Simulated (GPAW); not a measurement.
A run of GPAW 26.7.0:

The input run.py:

```python
from ase.dft.bandgap import bandgap
from ase.io import read, write
from ase.units import GPa
from gpaw import GPAW, PW

atoms = read('BiTe.cif')

calc = GPAW(mode=PW(450),
            xc='PBE',
            kpts={'size': (6, 6, 6), 'gamma': True},
            occupations={'name': 'fermi-dirac', 'width': 0.05},
            setups={'Te': '16'},
            nbands=-10,
            maxiter=120,
            txt='gpaw.txt')
atoms.calc = calc
energy = atoms.get_potential_energy()
forces = atoms.get_forces()
stress = atoms.get_stress()
calc.write('gs.gpw')
write('result.traj', atoms)
print(f'Energy: {energy:.6f} eV')
print('Forces (eV/A):')
print(forces.round(4))
print('Stress (GPa):', (stress / GPa).round(3))
print('Fermi level:', round(calc.get_fermi_level(), 4), 'eV')
print(f'Gap: {bandgap(calc)[0]:.4f} eV, direct: {bandgap(calc, direct=True)[0]:.4f} eV')
```

The input BiTe.cif:

```cif
data_BiTe
_cell_length_a 4.33940586
_cell_length_b 4.33940586
_cell_length_c 4.33940586
_cell_angle_alpha 67.87718201
_cell_angle_beta 67.87718201
_cell_angle_gamma 67.87718201
_space_group_name_H-M_alt 'P1'
_space_group_name_Hall 'P 1'
_space_group_IT_number 1
loop_
_space_group_symop_operation_xyz
'x,y,z'
loop_
_atom_site_label
_atom_site_type_symbol
_atom_site_symmetry_multiplicity
_atom_site_Wyckoff_symbol
_atom_site_fract_x
_atom_site_fract_y
_atom_site_fract_z
_atom_site_occupancy
Bi1 Bi 1 a 0.5000000000 0.5000000000 0.5000000000 1
Te1 Te 1 a 0.0000000000 0.0000000000 0.0000000000 1
```

Potentials or basis: GPAW PAW data sets (gpaw-data 1.2.1), other valence, pw.

The run is started by

```console
$ OMP_NUM_THREADS=1 python run.py
```

Hardware: 1 thread of Arm Neoverse V2 (shared host).

Q: Estimate the wall time of this run.

A: Run time: 20 s on 1 thread of Arm Neoverse V2, on a shared host, peak memory 0.17 GiB. Counts: scf iterations 8, plane waves 1487, bands 25, k points 32.
